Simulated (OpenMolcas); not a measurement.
# V²⁺ in KZnF3: CASSCF and CASPT2 levels and susceptibility

Which state of V²⁺ lies lowest among these ligands, how large is the field, and what χT follows?

Method: state-averaged CASSCF and CASPT2, spin-orbit coupling by RASSI with atomic mean-field integrals. Code: OpenMolcas 26.06.

## (1) The atom as given

```
Species                           : V²⁺ (vanadium, Z = 23, 21 electrons)
Basis                             : ANO-RCC-VDZP [5s4p2d1f], 142 functions with the ligands
Scalar Hamiltonian                : DKH2, point nucleus
Inactive shells                   : 1s 2s 2p 3s 3p of the metal, and all ligand shells
Active space                      : 3 electrons in 5 orbitals (3d)
Some configurations of this space : 3d³
Orbitals                          : optimised for each spin and parity, averaged over all roots
```

Outer shells as boxes (Hund's rule):

3d3
```
3d [↑ ][↑ ][↑ ][  ][  ]
```

V²⁺ is taken with its 6 nearest fluoride ions at 2.074 Å, on the cation site of KZnF3 (a = 4.054 Å). The rest of the host is ab initio model potentials to 7.6 Å, with orthogonalisation functions on the cations behind the ligands, and point charges beyond; the distance is set by hand, nothing relaxes, and no local charge compensation is placed. Ligand basis ANO-RCC-VDZP.

```xyz
15

V     0.0000    0.0000    0.0000
F     2.0740    0.0000    0.0000
F     0.0000    2.0740    0.0000
F    -2.0740    0.0000    0.0000
F     0.0000   -2.0740    0.0000
F     0.0000    0.0000    2.0740
F     0.0000    0.0000   -2.0740
K     2.0270   -2.0270   -2.0270
K    -2.0270    2.0270    2.0270
K     2.0270   -2.0270    2.0270
K    -2.0270    2.0270   -2.0270
K     2.0270    2.0270   -2.0270
K    -2.0270   -2.0270    2.0270
K     2.0270    2.0270    2.0270
K    -2.0270   -2.0270   -2.0270
```

The work runs as a chain of OpenMolcas steps in one folder; each step below is one input file. Labels, J, g values, rates, χT and fits are worked out afterwards by a script from the matrices that RASSI stores.

## (2) GATEWAY and SEWARD: basis and integrals

Contents of a.inp:

```
&GATEWAY
Basis set
V.ANO-RCC-VDZP.
V1 0.0 0.0 0.0 Angstrom
End of basis
Basis set
F.ANO-RCC-VDZP.
L1 2.074000 0.000000 0.000000 Angstrom
L2 0.000000 2.074000 0.000000 Angstrom
L3 0.000000 0.000000 2.074000 Angstrom
End of basis
Basis set
Zn.EMB-AIMP.Lopez-Moraza.11s8p.1s1p.ECP.KZnF3.
PseudoCharge
* 3 symmetry-unique lattice sites within 7.6 angstrom
End of basis
Basis set
K.EMB-AIMP.Lopez-Moraza.0s.0s.ECP.KZnF3.
PseudoCharge
* 16 symmetry-unique lattice sites within 7.6 angstrom
End of basis
Basis set
Zn.EMB-AIMP.Lopez-Moraza.0s.0s.ECP.KZnF3.
PseudoCharge
* 10 symmetry-unique lattice sites within 7.6 angstrom
End of basis
Basis set
F.EMB-AIMP.Lopez-Moraza.0s.0s.ECP.KZnF3.
PseudoCharge
* 39 symmetry-unique lattice sites within 7.6 angstrom
End of basis
Symmetry
XYZ
AngMom=0.0 0.0 0.0
AMFI
RICD
XField
1521 Angstrom 0
* Evjen-weighted lattice charges
&SEWARD
```

On the command line:

```sh
$ OMP_NUM_THREADS=1 MOLCAS_MEM=2457 MOLCAS_PROJECT=a pymolcas a.inp > a.log
```

## (3) CASSCF: quartets, 10 roots

Contents of a.inp:

```
&RASSCF
FileOrb=start.orb
Symmetry=1
Spin=4
nActEl=3 0 0
Inactive=18 21
Ras2=5 0
CIRoot=10 10 1
SDav=10
CIMx=300
Iter=150 100
PrWF=0.3
OrbListing=Nothing
MaxOrb=0
LevShft=1.0
>>> COPY $Project.JobIph JOB001
```

start.orb holds start orbitals that the driver prepared beforehand, or those of the step before.

## (4) CASSCF: doublets, 40 roots

Contents of a.inp:

```
&RASSCF
FileOrb=start.orb
Symmetry=1
Spin=2
nActEl=3 0 0
Inactive=18 21
Ras2=5 0
CIRoot=40 40 1
SDav=40
CIMx=300
Iter=150 100
PrWF=0.3
OrbListing=Nothing
MaxOrb=0
LevShft=1.0
>>> COPY $Project.JobIph JOB002
```

## (5) RASSI: spin-orbit coupling between the states

Contents of a.inp:

```
&RASSI
NrOfJobIphs=2 10 40
1 2 3 4 5 6 7 8 9 10
1 2 3 4 5 6 7 8 9 10 11 12 13 14 15 16 17 18 19 20 21 22 23 24 25 26 27
28 29 30 31 32 33 34 35 36 37 38 39 40
IphNames
JOB001
JOB002
EJob
SpinOrbit
DIPRint=1.0
SOCoupling=1000.0
Subsets=2
Property=9
'ANGMOM' 1 'ANGMOM' 2 'ANGMOM' 3 'MLTPL  1' 1 'MLTPL  1' 2 'MLTPL  1' 3
'AMFI' 1 'AMFI' 2 'AMFI' 3
SOProperty=3
'ANGMOM' 1 'ANGMOM' 2 'ANGMOM' 3
```

## (6) CASPT2: IPEA 0.25, imaginary shift 0.1 (closed shells correlated: 3s 3p of the metal, with ligand shells; the Frozen line counts the rest)

Contents of a.inp:

```
>>> COPY JOB001 $Project.JobIph
&CASPT2
Multistate=10 1 2 3 4 5 6 7 8 9 10
NoMult
Frozen=5 6
IPEA=0.25
Imaginary=0.1
MaxIter=60
WThr=0.0 0.3 0.05
PrWF=0.5
NoMix
>>> COPY JOB002 $Project.JobIph
&CASPT2
Multistate=40 1 2 3 4 5 6 7 8 9 10 11 12 13 14 15 16 17 18 19 20 21 22
23 24 25 26 27 28 29 30 31 32 33 34 35 36 37 38 39 40
NoMult
Frozen=5 6
IPEA=0.25
Imaginary=0.1
MaxIter=60
WThr=0.0 0.3 0.05
PrWF=0.5
NoMix
```

(Steps that only read results are left out.)

Before running it: what results should come out? Wanted: spin-free ground state; first state of the same spin within the active space; lowest level; next level.

The runs gave:

```
                                            quantity                                                                                                                                          value
                                              method  SS-CASPT2, IPEA 0.25, imaginary shift 0.1 (closed shells correlated: 3s 3p of the metal, with ligand shells; the Frozen line counts the rest)
                              spin-free ground state                                                                                                                4A2, 1-fold in its orbital part
first state of the same spin within the active space                                                                                                                              4T2 at 12900 cm⁻¹
                                        lowest level                                                                                                                                      4-fold Γ8
                                          next level                                                                                                                                   12783.3 cm⁻¹
                                         χT at 300 K                                                                                                                                 1.86 cm³ K/mol
                           effective moment at 300 K                                                                                                                                        3.85 μB
```

Cost by method:

```
                                              method  time of its own steps  time with the reference
                                           A. CASSCF                   21 s                     21 s
B. SS-CASPT2, IPEA 0.25, imaginary shift 0.1, +3s 3p                2.4 min                  2.7 min
```

Times are of one thread on a shared host.

**Reading.** The spin-free ground state (4A2) comes to 100 % from free-ion F terms and keeps the highest spin of the shell. χT at 300 K is 1.86, against 1.88 cm³ K/mol for the spin alone; near agreement at one temperature doesn't show that the orbital moment is quenched. A ligand-field fit to the states below 45000 cm-1 gives 10Dq = 13227 cm-1, B = 755 cm-1 and C = 3079 cm-1 (C/B = 4.08), with a deviation of 634 cm-1. CASPT2 does not keep the components of a term degenerate, and the means are used.
